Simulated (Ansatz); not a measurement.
B₂H₆Si, SMILES BB[SiH3], energies of removing a hydrogen

Program: the Python package of Ansatz (0.2.0).

`bde.py`
```python
import ansatz as az
from ase import Atoms


def total_energy(molecule, charge=0, unpaired=0):
    calc = molecule.calculation().basis(gaussian="cc-pVTZ").functional("hf")
    if charge:
        calc = calc.charge(charge)
    if unpaired:
        calc = calc.spin("collinear", total=unpaired)
    return calc.run(threads=1, backend="cpu").report["free_energy_ev"]

def without(molecule, index):
    rest = az.Crystal.molecule()
    for i, site in enumerate(molecule.cartesian_sites):
        if i != index:
            rest = rest.atom(site.symbol, site.position_ang)
    return rest


def main() -> None:
    atoms = Atoms(["B", "B", "Si", "H", "H", "H", "H", "H", "H"], positions=[
        [-1.1937, 0.8115, -0.8505],
        [0.2342, 0.7201, -0.132],
        [0.7436, -0.9554, 0.6616],
        [-1.9001, -0.0593, -0.8987],
        [-1.5647, 1.8736, -1.37],
        [0.9668, 1.6674, -0.1017],
        [0.8168, -2.0066, -0.3479],
        [2.1598, -0.797, 1.2457],
        [-0.1742, -1.3006, 1.7763],
    ])
    molecule = az.Crystal.molecule_from_ase(atoms)

    whole = total_energy(molecule, 0)
    hydrogen = total_energy(az.Crystal.molecule().atom("H", (0, 0, 0)), 0, 1)
    print(f"E(molecule) = {whole:.5f} eV, E(H) = {hydrogen:.5f} eV")
    for index in [4, 5, 8]:
        radical = total_energy(without(molecule, index), 0, 1)
        print(f"H{index}: homolysis {96.485332 * (radical + hydrogen - whole):.1f} kJ/mol")


if __name__ == "__main__":
    main()
```

Running `python bde.py` prints:
```text
E(molecule) = -9298.58744 eV, E(H) = -13.60052 eV
H4: homolysis 326.4 kJ/mol
H5: homolysis 336.5 kJ/mol
H8: homolysis 289.3 kJ/mol
```

Notes:
- Total energies depend on the basis set; only differences at equal settings carry meaning.
- The geometry is a force-field or estimated start, not a minimum of this method, and the basis set is short of its limit. All parts are taken at fixed geometry, without zero-point energy.
- The expectation value of S² is noticeably off S(S+1) in at least one run, so that state is spin-contaminated.
- Hartree-Fock leaves correlation out, so bond, atomisation and ionisation energies come out well too low.
- Hardware and time: 49 s on 1 thread of Intel(R) Xeon(R) Platinum 8259CL CPU @ 2.50GHz (Skylake/Cascade Lake), with other jobs on the host, peak memory 0.5 GiB.
